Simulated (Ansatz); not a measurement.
# Al (Al (111), 5 layers): a single-point run

Wanted: a converged single-point run for Al (Al (111), 5 layers), and a check of what comes out. The structure is shown as the input types it.

Computed with Ansatz 0.2.0 (DFT, PBEsol, all-electron LAPW, scalar-relativistic, unless a step's input says otherwise).

## Step 1: The structure to begin with

The structure is trigonal, space group P-3m1 (No. 164). Conventional cell: a = 2.840 Å, b = 2.840 Å, c = 25.274 Å, α = 90.00°, β = 90.00°, γ = 120.00°. Around Al (site symmetry 3m) lie 9 Al at 2.84 to 2.87 Å. Al (site symmetry 3m) has 12 Al at 2.84 to 2.87 Å as nearest neighbours. Around Al (site symmetry -3m) lie 12 Al at 2.84 to 2.86 Å.

As a file:

```xyz
5
Lattice="2.8396 0.0000 0.0000 -1.4198 2.4592 0.0000 0.0000 0.0000 25.2741" Properties=species:S:1:pos:R:3 pbc="T T T"
Al    2.1297    0.4099    7.9434
Al   -0.7099    2.0493   10.2968
Al    0.7099    1.2296   12.6371
Al    2.1297    0.4099   14.9773
Al   -0.7099    2.0493   17.3308
```

## Step 2: Running it

File input.yaml:

```yaml
crystal:
  lattice:
    - [2.839598291, 0.0, 0.0]
    - [-1.4197991455, 2.4591642566, 0.0]
    - [0.0, 0.0, 25.2741]
  atoms:
    - { symbol: Al, position: [0.8333333333, 0.1666666667, 0.3142881639], spin: 2.0 }
    - { symbol: Al, position: [0.1666666667, 0.8333333333, 0.4074033804] }
    - { symbol: Al, position: [0.5, 0.5, 0.5000000114] }
    - { symbol: Al, position: [0.8333333333, 0.1666666667, 0.5925965672] }
    - { symbol: Al, position: [0.1666666667, 0.8333333333, 0.6857118771] }
  periodic: [true, true, false]
kpoints:
  mp_grid: { grid: [15, 15, 1] }
scf:
  occupations: { method: fermi_dirac, width: 0.1 }
  max_iter: 50
hamiltonian:
  xc: pbesol
  pseudopotentials: { kind: all_electron, lapw: { basis_error: 0.001 } }
output:
  forces: true
  stress: true
  eigenvalues: true
```

Launch:

```
$ ansatz run input.yaml --threads 2 --pin off --max-ram 4096MiB --backend cpu --events-out ev --progress --plain --runs-dir out
```

Standard output:

```text
Error: inconsistent input (magnetization.spin_polarized): false but per-atom `spin:`, `per_species`, `initial_magnetization`, `magnetic_field`, or `spin_locking` is set
crystal.periodic: the vector that does not repeat, 0.000° off the slab's normal and 25.274 Å along it as the deck builds it, stands along the normal, 42.575 Å long
```

Wall time 0.02 s (2 threads of Intel Xeon 6975P-C (Granite Rapids), shared host); peak memory 0.04 GiB.

## Step 3: What went wrong

The program refused the input before any cycle. It says: «inconsistent input (magnetization.spin_polarized): false but per-atom `spin:`, `per_species`, `initial_magnetization`, `magnetic_field`, or `spin_locking` is set»

Starting moments are given, but spin polarisation is off.

Fix: switch spin polarisation on, or remove the moments.

## Step 4: Second try

Besides the cure, the input differs in scf.max_iter.

Changes to input.yaml since step 2:

```diff
@@ -6,3 +6,3 @@
   atoms:
-    - { symbol: Al, position: [0.8333333333, 0.1666666667, 0.3142881639], spin: 2.0 }
+    - { symbol: Al, position: [0.8333333333, 0.1666666667, 0.3142881639] }
     - { symbol: Al, position: [0.1666666667, 0.8333333333, 0.4074033804] }
@@ -16,3 +16,2 @@
   occupations: { method: fermi_dirac, width: 0.1 }
-  max_iter: 50
 hamiltonian:
```

Launch:

```
$ ansatz run input.yaml --threads 2 --pin off --max-ram 4096MiB --backend cpu --events-out ev --progress --plain --runs-dir out
```

Excerpt of the output:

```text
[...]
Basis set: ecut = 133.69585463935277 eV, 1083 PW (Γ), exchange–correlation at level 2
[...]
k-points: 27 of 225
[...]
SCF iter   1: F=—  HF=-32972.753882 eV  |F-HF|=—  |Δ(HF+E_count)|=         —  Δρ=1.05e-2  dr2=6.07e0  ethr=1.09e-2  ⟨swp⟩=2.9  Hψ=6622  notcnv=0
preconditioner: auto → LDOS  [metal: Δε(μ)=0.078 eV  Ē_g=7.131 eV  σ=0.100 eV  W_gap=0.19  n_scr=26 (ndim 8)  ℏωp=8.3 eV  f_vac=0.673  D(μ)=2.08/eV (n_scr^D=14)  β→1.0]
[...]
SCF iter   2: F=—  HF=-32972.166450 eV  |F-HF|=—  |Δ(HF+E_count)|=   5.87e-1  Δρ=6.24e-3  dr2=5.90e-1  ethr=1.07e-3  ⟨swp⟩=2.2  Hψ=4960  notcnv=0
[...]
SCF iter   7: F=—  HF=-32972.086275 eV  |F-HF|=—  |Δ(HF+E_count)|=   7.60e-7  Δρ=3.04e-6  dr2=2.41e-7  ethr=3.97e-9  ⟨swp⟩=3.6  Hψ=2793  notcnv=0
SCF iter   8: F=-32972.086275 eV  HF=-32972.086275 eV  |F-HF|=3.82e-8  |Δ(HF+E_count)|=   3.98e-8  Δρ=1.26e-6  dr2=1.63e-8  ethr=4.38e-10  ⟨swp⟩=3.0  Hψ=2755  notcnv=0
[...]
SCF converged after 8 iterations
Free energy (F): -32972.086275 eV
[...]
E sigma→0 (E₀):  -32972.051769 eV
[...]
Fermi energy:    -4.153405 eV
[...]
  P = ½ c Tr σ = -3.8144 N/m
[...]
```

Run time: 5.9 s. Hardware: 2 threads of Intel Xeon 6975P-C (Granite Rapids), shared host; peak memory 0.44 GiB.

## Step 5: Outcome

| quantity | value |
| --- | --- |
| first try | refused |
| cause | moments without spin polarisation |
| second try | converged, 8 SCF cycles |
| total energy | -32972.0863 eV |
| gap on the mesh | none (metal on this mesh) |
| largest force | 0.001 eV/Å |

In words: With the input mended the run converges in 8 SCF cycles.
